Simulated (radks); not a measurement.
# Fractional charge and spin in the 3p shell of cobalt

The task here is to estimate one member of a computed series from the others.

Method: scalar-relativistic Kohn-Sham, PBE, spin-polarised, spherical densities, finite nucleus. Code: radks (a radial shooting solver on a logarithmic mesh, Libxc functionals) version 1.

## The atom as given

* element: cobalt (Z = 27)
* configuration: [Ne] 3s2 3d(up 4, down 4) 3p(up 3, down 3)
* nuclear rms radius: 3.7875 fm

A shell typed twice in an input gives spin up, then spin down.

Set-up of the first run:

Settings of this run:

```text
Z 27
configuration [Ne] 3s2 3d4 3d4 3p3 3p3
relativity scalar-relativistic
functional pbe,pbe
spin polarised
nucleus finite rms 3.7875 fm
c 137.035999084
```

Launch:

```
python run_ks.py task.json out
```

All runs below come from this command, one after another.

Steps of the session up to this table: 3p: up 3, down 3.

One table of the session follows, with a row left open; its other results are not shown here.

Radial moments (bohr):

```
level      <r>  outermost maximum (interpolated)  90 % within  nodes
   1s  0.05619                            0.0368        0.100      0
   2s   0.2554                             0.213        0.396      1
   2p   0.2249                             0.172        0.368      0
   3s   0.7779                             0.670         1.17      2
   3p   0.8237                             0.681         1.28      1
   3d        ?                                 ?            ?      ?
```

Estimate the missing values for 3d.

The run gave: <r>: 1.139; outermost maximum (interpolated): 0.679; 90 % within: 2.05; nodes: 0. In the column «<r>» it is the highest.
